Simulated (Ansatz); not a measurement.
Born–Oppenheimer molecular dynamics of a periodic cell of 19 atoms, Ba₄Y₂F₁₃ (host Ba2YF7, host structure C2/c, one F atom removed), cell charge +1. It goes on from the last frame of an earlier run, with new velocities.

Level of theory: Ansatz, DFT PBEsol, scalar-relativistic, plane waves, PAW. Settings: cutoff 200 eV, k mesh 2x2x1, fermi-dirac smearing 0.05 eV, no spin polarisation.

| Quantity | Value |
| --- | --- |
| ensemble | NVT, Nosé–Hoover chain |
| time step | 2 fs |
| steps asked | 200 |
| set temperature | 2400 K |
| thermostat | time constant 200 fs, chain length 5 |
| seed | 516264 |

Frames 2 fs apart, positions in Å, forces in eV/Å.

Velocities at 20.0 fs (Å/ps):

```
Ba -0.50 1.29 -0.58
Ba 6.80 0.64 -1.96
Ba -1.20 -2.46 -0.02
Ba -0.91 -1.52 1.72
Y -4.89 -6.26 1.03
Y -0.16 3.74 -5.45
F 3.31 -18.82 -2.60
F 0.88 13.30 6.91
F -18.13 3.68 10.46
F -10.27 -1.52 1.19
F -4.45 3.21 16.30
F 10.05 17.98 14.72
F 2.23 8.39 -12.23
F -1.46 1.22 -2.26
F -4.85 -1.09 13.99
F 21.48 8.58 -13.96
F 3.79 -5.82 -2.85
F -9.55 -2.53 6.49
F 0.24 0.02 -9.38
```

```xyz
19
Lattice="6.9118 -3.4022 0.0000 6.9118 3.4022 0.0000 -4.7701 0.0000 6.7094" Properties=species:S:1:pos:R:3:forces:R:3 time_fs=20.0 energy_less_start_eV=1.106 T=1924
Ba 7.852 0.113 1.595 -0.76 0.04 0.02
Ba 5.380 0.361 4.850 -0.54 -0.22 -0.38
Ba 3.229 0.349 1.565 0.19 0.04 -0.20
Ba 0.681 0.087 4.864 0.01 0.63 -0.64
Y 5.433 -3.295 1.375 0.91 2.13 2.95
Y 2.923 3.666 5.060 2.42 0.05 0.92
F 10.192 0.156 0.712 1.49 0.73 0.23
F 7.980 -0.199 4.205 -0.66 -0.62 0.43
F 7.996 3.591 0.661 -3.01 -3.30 1.20
F 6.457 1.939 3.062 0.34 0.10 -0.48
F 5.312 -0.595 2.456 -0.30 -0.16 -0.66
F 5.426 1.712 0.439 -0.13 -1.07 -0.75
F 4.089 -1.764 6.298 1.26 2.98 -2.82
F 3.935 3.020 3.164 -0.15 -0.31 -0.28
F 2.973 1.410 5.537 -0.37 0.14 -0.58
F 2.739 -1.575 3.420 -0.32 0.27 0.80
F 1.421 -1.801 6.416 -0.93 -0.96 0.52
F -0.046 1.127 2.781 -0.44 -0.35 -0.53
F -1.663 -0.615 5.645 1.00 -0.10 0.23
19
Lattice="6.9118 -3.4022 0.0000 6.9118 3.4022 0.0000 -4.7701 0.0000 6.7094" Properties=species:S:1:pos:R:3:forces:R:3 time_fs=22.0 energy_less_start_eV=1.115 T=1920
Ba 7.851 0.115 1.594 -0.76 0.01 0.00
Ba 5.394 0.362 4.846 -0.65 -0.26 -0.37
Ba 3.227 0.344 1.565 0.03 0.09 -0.33
Ba 0.679 0.084 4.867 0.00 0.65 -0.67
Y 5.424 -3.307 1.377 1.02 3.10 3.45
Y 2.923 3.674 5.049 2.64 0.13 1.13
F 10.200 0.119 0.707 1.31 0.73 0.27
F 7.981 -0.173 4.219 -0.78 -0.73 0.20
F 7.957 3.595 0.684 -2.35 -2.54 0.77
F 6.437 1.936 3.064 0.43 0.14 -0.46
F 5.303 -0.589 2.488 -0.20 -0.08 -0.77
F 5.446 1.746 0.468 -0.14 -2.23 -1.34
F 4.095 -1.744 6.270 0.88 2.24 -2.29
F 3.932 3.022 3.159 -0.25 -0.33 -0.28
F 2.962 1.408 5.565 -0.33 0.14 -0.66
F 2.781 -1.558 3.392 -0.53 0.12 0.87
F 1.427 -1.813 6.411 -0.92 -0.83 0.56
F -0.066 1.121 2.794 -0.33 -0.29 -0.45
F -1.662 -0.615 5.626 0.92 -0.05 0.38
19
Lattice="6.9118 -3.4022 0.0000 6.9118 3.4022 0.0000 -4.7701 0.0000 6.7094" Properties=species:S:1:pos:R:3:forces:R:3 time_fs=24.0 energy_less_start_eV=1.202 T=1884
Ba 7.850 0.118 1.593 -0.76 0.00 -0.02
Ba 5.407 0.364 4.842 -0.75 -0.30 -0.36
Ba 3.224 0.339 1.565 -0.11 0.13 -0.44
Ba 0.677 0.081 4.870 0.00 0.65 -0.71
Y 5.415 -3.317 1.381 1.12 4.09 3.94
Y 2.925 3.681 5.039 2.80 0.19 1.30
F 10.211 0.083 0.703 1.11 0.71 0.28
F 7.981 -0.149 4.234 -0.87 -0.83 -0.02
F 7.913 3.593 0.707 -1.68 -1.84 0.36
F 6.418 1.933 3.065 0.50 0.18 -0.46
F 5.293 -0.583 2.518 -0.11 0.00 -0.87
F 5.466 1.777 0.494 -0.13 -3.38 -1.91
F 4.103 -1.719 6.238 0.51 1.55 -1.75
F 3.928 3.023 3.154 -0.34 -0.35 -0.26
F 2.952 1.406 5.591 -0.29 0.14 -0.72
F 2.823 -1.540 3.367 -0.73 -0.03 0.93
F 1.432 -1.828 6.407 -0.92 -0.69 0.57
F -0.086 1.115 2.805 -0.20 -0.23 -0.38
F -1.659 -0.615 5.609 0.84 0.01 0.52
19
Lattice="6.9118 -3.4022 0.0000 6.9118 3.4022 0.0000 -4.7701 0.0000 6.7094" Properties=species:S:1:pos:R:3:forces:R:3 time_fs=26.0 energy_less_start_eV=1.352 T=1821
Ba 7.848 0.120 1.592 -0.76 0.00 -0.04
Ba 5.420 0.365 4.838 -0.82 -0.32 -0.35
Ba 3.222 0.334 1.565 -0.21 0.15 -0.50
Ba 0.676 0.079 4.873 0.00 0.64 -0.75
Y 5.406 -3.326 1.387 1.24 4.94 4.35
Y 2.927 3.689 5.029 2.90 0.24 1.42
F 10.224 0.049 0.699 0.89 0.68 0.28
F 7.978 -0.126 4.248 -0.90 -0.89 -0.22
F 7.865 3.588 0.732 -1.10 -1.28 0.06
F 6.400 1.931 3.065 0.55 0.21 -0.47
F 5.283 -0.577 2.547 -0.06 0.07 -0.95
F 5.485 1.800 0.516 -0.10 -4.38 -2.38
F 4.111 -1.692 6.203 0.19 0.98 -1.29
F 3.924 3.024 3.148 -0.44 -0.37 -0.23
F 2.940 1.405 5.615 -0.23 0.13 -0.79
F 2.863 -1.522 3.344 -0.91 -0.14 0.96
F 1.435 -1.843 6.404 -0.93 -0.56 0.56
F -0.106 1.109 2.816 -0.07 -0.16 -0.32
F -1.654 -0.616 5.592 0.74 0.08 0.65
19
Lattice="6.9118 -3.4022 0.0000 6.9118 3.4022 0.0000 -4.7701 0.0000 6.7094" Properties=species:S:1:pos:R:3:forces:R:3 time_fs=28.0 energy_less_start_eV=1.517 T=1753
Ba 7.846 0.123 1.591 -0.76 0.01 -0.06
Ba 5.433 0.366 4.834 -0.86 -0.32 -0.32
Ba 3.220 0.329 1.564 -0.25 0.15 -0.51
Ba 0.674 0.076 4.876 0.00 0.63 -0.78
Y 5.398 -3.333 1.395 1.39 5.48 4.59
Y 2.931 3.697 5.020 2.92 0.26 1.50
F 10.239 0.017 0.696 0.67 0.64 0.28
F 7.974 -0.105 4.263 -0.86 -0.92 -0.38
F 7.816 3.581 0.756 -0.63 -0.88 -0.13
F 6.383 1.929 3.064 0.58 0.24 -0.50
F 5.273 -0.571 2.574 -0.07 0.09 -1.01
F 5.504 1.815 0.533 -0.10 -5.09 -2.69
F 4.120 -1.662 6.165 -0.07 0.53 -0.94
F 3.919 3.024 3.142 -0.53 -0.39 -0.19
F 2.929 1.403 5.638 -0.17 0.12 -0.85
F 2.901 -1.505 3.322 -1.02 -0.21 0.96
F 1.436 -1.860 6.402 -0.94 -0.42 0.53
F -0.127 1.102 2.826 0.04 -0.09 -0.25
F -1.647 -0.616 5.577 0.65 0.15 0.76
19
Lattice="6.9118 -3.4022 0.0000 6.9118 3.4022 0.0000 -4.7701 0.0000 6.7094" Properties=species:S:1:pos:R:3:forces:R:3 time_fs=30.0 energy_less_start_eV=1.641 T=1701
Ba 7.845 0.125 1.590 -0.77 0.04 -0.07
Ba 5.446 0.367 4.829 -0.86 -0.30 -0.28
Ba 3.217 0.325 1.564 -0.23 0.14 -0.49
Ba 0.672 0.074 4.879 0.01 0.63 -0.78
Y 5.390 -3.338 1.405 1.58 5.58 4.60
Y 2.936 3.705 5.012 2.84 0.26 1.52
F 10.255 -0.015 0.693 0.45 0.61 0.26
F 7.968 -0.086 4.276 -0.75 -0.92 -0.49
F 7.765 3.572 0.781 -0.30 -0.64 -0.17
F 6.367 1.928 3.062 0.61 0.27 -0.53
F 5.263 -0.564 2.598 -0.13 0.07 -1.08
F 5.523 1.819 0.545 -0.14 -5.38 -2.78
F 4.129 -1.632 6.125 -0.24 0.23 -0.73
F 3.913 3.023 3.135 -0.62 -0.40 -0.13
F 2.916 1.402 5.660 -0.10 0.12 -0.91
F 2.937 -1.488 3.303 -1.07 -0.24 0.93
F 1.435 -1.878 6.402 -0.97 -0.29 0.46
F -0.148 1.095 2.836 0.14 -0.01 -0.17
F -1.639 -0.615 5.563 0.55 0.23 0.84
19
Lattice="6.9118 -3.4022 0.0000 6.9118 3.4022 0.0000 -4.7701 0.0000 6.7094" Properties=species:S:1:pos:R:3:forces:R:3 time_fs=32.0 energy_less_start_eV=1.687 T=1683
Ba 7.842 0.128 1.589 -0.79 0.08 -0.10
Ba 5.458 0.367 4.825 -0.84 -0.26 -0.20
Ba 3.214 0.320 1.563 -0.17 0.12 -0.45
Ba 0.670 0.072 4.881 0.03 0.63 -0.76
Y 5.383 -3.340 1.417 1.83 5.20 4.35
Y 2.942 3.713 5.004 2.69 0.24 1.51
F 10.272 -0.045 0.691 0.23 0.59 0.23
F 7.961 -0.069 4.288 -0.58 -0.89 -0.56
F 7.713 3.561 0.804 -0.11 -0.58 -0.08
F 6.352 1.927 3.059 0.64 0.29 -0.55
F 5.253 -0.558 2.621 -0.21 0.03 -1.15
F 5.542 1.812 0.551 -0.22 -5.22 -2.63
F 4.137 -1.601 6.083 -0.31 0.09 -0.65
F 3.905 3.022 3.128 -0.69 -0.41 -0.07
F 2.904 1.402 5.679 -0.03 0.13 -0.95
F 2.971 -1.472 3.285 -1.09 -0.26 0.89
F 1.432 -1.896 6.402 -0.99 -0.17 0.36
F -0.168 1.088 2.845 0.21 0.07 -0.09
F -1.630 -0.614 5.551 0.43 0.31 0.91
19
Lattice="6.9118 -3.4022 0.0000 6.9118 3.4022 0.0000 -4.7701 0.0000 6.7094" Properties=species:S:1:pos:R:3:forces:R:3 time_fs=34.0 energy_less_start_eV=1.652 T=1698
Ba 7.840 0.131 1.587 -0.81 0.14 -0.12
Ba 5.470 0.368 4.820 -0.81 -0.21 -0.10
Ba 3.212 0.315 1.562 -0.10 0.11 -0.41
Ba 0.668 0.070 4.883 0.05 0.64 -0.71
Y 5.377 -3.339 1.430 2.10 4.40 3.89
Y 2.950 3.721 4.997 2.47 0.20 1.46
F 10.289 -0.073 0.689 0.01 0.58 0.20
F 7.952 -0.053 4.300 -0.37 -0.84 -0.60
F 7.661 3.549 0.828 0.02 -0.62 0.08
F 6.338 1.927 3.055 0.66 0.32 -0.57
F 5.242 -0.551 2.641 -0.29 -0.04 -1.26
F 5.560 1.795 0.552 -0.33 -4.67 -2.29
F 4.145 -1.569 6.040 -0.33 0.02 -0.64
F 3.896 3.019 3.121 -0.75 -0.41 -0.01
F 2.891 1.401 5.697 0.03 0.16 -0.99
F 3.003 -1.456 3.269 -1.12 -0.28 0.85
F 1.427 -1.915 6.403 -1.01 -0.05 0.25
F -0.188 1.081 2.854 0.26 0.16 0.01
F -1.620 -0.613 5.540 0.31 0.39 0.96
19
Lattice="6.9118 -3.4022 0.0000 6.9118 3.4022 0.0000 -4.7701 0.0000 6.7094" Properties=species:S:1:pos:R:3:forces:R:3 time_fs=36.0 energy_less_start_eV=1.570 T=1733
Ba 7.837 0.133 1.586 -0.84 0.19 -0.16
Ba 5.482 0.369 4.816 -0.76 -0.16 0.02
Ba 3.209 0.310 1.561 -0.03 0.11 -0.40
Ba 0.667 0.068 4.885 0.10 0.66 -0.64
Y 5.372 -3.337 1.446 2.35 3.32 3.27
Y 2.958 3.729 4.990 2.20 0.14 1.38
F 10.307 -0.101 0.688 -0.20 0.57 0.16
F 7.943 -0.040 4.310 -0.12 -0.77 -0.61
F 7.609 3.536 0.852 0.20 -0.63 0.21
F 6.326 1.927 3.050 0.67 0.34 -0.57
F 5.231 -0.544 2.658 -0.33 -0.10 -1.39
F 5.578 1.768 0.548 -0.45 -3.85 -1.82
F 4.152 -1.538 5.996 -0.38 -0.10 -0.57
F 3.886 3.016 3.114 -0.80 -0.40 0.06
F 2.879 1.401 5.712 0.09 0.20 -1.00
F 3.033 -1.440 3.255 -1.18 -0.32 0.82
F 1.420 -1.934 6.405 -1.01 0.07 0.13
F -0.208 1.075 2.863 0.31 0.26 0.12
F -1.610 -0.611 5.532 0.19 0.46 0.98
19
Lattice="6.9118 -3.4022 0.0000 6.9118 3.4022 0.0000 -4.7701 0.0000 6.7094" Properties=species:S:1:pos:R:3:forces:R:3 time_fs=38.0 energy_less_start_eV=1.499 T=1763
Ba 7.834 0.136 1.585 -0.88 0.25 -0.20
Ba 5.494 0.369 4.811 -0.73 -0.12 0.17
Ba 3.207 0.306 1.560 0.03 0.15 -0.41
Ba 0.665 0.067 4.887 0.16 0.68 -0.56
Y 5.368 -3.334 1.463 2.52 2.13 2.58
Y 2.968 3.737 4.985 1.90 0.07 1.28
F 10.324 -0.128 0.687 -0.40 0.57 0.12
F 7.934 -0.027 4.319 0.15 -0.70 -0.60
F 7.558 3.522 0.877 0.51 -0.54 0.22
F 6.315 1.928 3.044 0.67 0.36 -0.56
F 5.218 -0.538 2.673 -0.33 -0.16 -1.53
F 5.595 1.734 0.540 -0.56 -2.92 -1.31
F 4.158 -1.507 5.950 -0.50 -0.30 -0.39
F 3.873 3.012 3.107 -0.83 -0.40 0.13
F 2.867 1.401 5.726 0.14 0.25 -1.00
F 3.060 -1.426 3.242 -1.28 -0.39 0.82
F 1.411 -1.952 6.406 -1.00 0.18 0.00
F -0.227 1.069 2.872 0.35 0.36 0.25
F -1.599 -0.607 5.526 0.07 0.52 0.98
19
Lattice="6.9118 -3.4022 0.0000 6.9118 3.4022 0.0000 -4.7701 0.0000 6.7094" Properties=species:S:1:pos:R:3:forces:R:3 time_fs=40.0 energy_less_start_eV=1.487 T=1769
Ba 7.831 0.139 1.583 -0.91 0.31 -0.25
Ba 5.506 0.370 4.807 -0.69 -0.09 0.32
Ba 3.204 0.301 1.559 0.07 0.20 -0.46
Ba 0.663 0.066 4.888 0.24 0.70 -0.48
Y 5.365 -3.329 1.480 2.56 0.99 1.91
Y 2.978 3.745 4.979 1.58 0.00 1.15
F 10.341 -0.153 0.686 -0.59 0.57 0.07
F 7.924 -0.017 4.326 0.43 -0.62 -0.59
F 7.507 3.506 0.902 0.93 -0.40 0.14
F 6.306 1.930 3.036 0.65 0.37 -0.52
F 5.206 -0.532 2.685 -0.29 -0.20 -1.65
F 5.610 1.693 0.530 -0.65 -2.03 -0.82
F 4.163 -1.476 5.904 -0.64 -0.55 -0.12
F 3.860 3.007 3.100 -0.86 -0.39 0.21
F 2.855 1.402 5.737 0.19 0.31 -0.99
F 3.084 -1.412 3.231 -1.41 -0.49 0.82
F 1.400 -1.971 6.408 -0.96 0.28 -0.12
F -0.245 1.063 2.882 0.41 0.49 0.40
F -1.588 -0.603 5.521 -0.05 0.55 0.96
19
Lattice="6.9118 -3.4022 0.0000 6.9118 3.4022 0.0000 -4.7701 0.0000 6.7094" Properties=species:S:1:pos:R:3:forces:R:3 time_fs=42.0 energy_less_start_eV=1.552 T=1743
Ba 7.828 0.142 1.582 -0.93 0.36 -0.30
Ba 5.517 0.371 4.802 -0.67 -0.05 0.47
Ba 3.201 0.297 1.558 0.11 0.28 -0.52
Ba 0.661 0.065 4.890 0.34 0.71 -0.39
Y 5.363 -3.324 1.499 2.40 0.02 1.33
Y 2.990 3.753 4.974 1.27 -0.08 1.02
F 10.356 -0.177 0.685 -0.75 0.57 0.03
F 7.916 -0.007 4.333 0.71 -0.55 -0.59
F 7.459 3.490 0.927 1.42 -0.27 0.00
F 6.298 1.933 3.027 0.62 0.38 -0.46
F 5.192 -0.526 2.693 -0.21 -0.23 -1.74
F 5.625 1.649 0.518 -0.73 -1.30 -0.41
F 4.167 -1.447 5.858 -0.77 -0.78 0.14
F 3.844 3.001 3.093 -0.88 -0.38 0.30
F 2.843 1.403 5.747 0.24 0.36 -0.97
F 3.106 -1.399 3.222 -1.56 -0.61 0.84
F 1.387 -1.988 6.410 -0.90 0.36 -0.23
F -0.262 1.059 2.893 0.48 0.63 0.55
F -1.577 -0.598 5.519 -0.20 0.58 0.93
```

Of the whole run (400 fs, mean temperature of the second half 2171 K): The conserved energy stayed within 0.48 meV per atom of its start (net change 0.17 meV per atom), so the integration is sound. A run of 0.4 ps of so small a system gives no equilibrium averages. The plane-wave cutoff is below what these datasets need, so energies and pressures aren't converged. Limits of this set-up: coarse k mesh, charged cell in a uniform background, uncorrected.

Run time: 7.1 min on 1 thread of Arm Neoverse V2, on a shared host, peak memory 0.43 GiB.
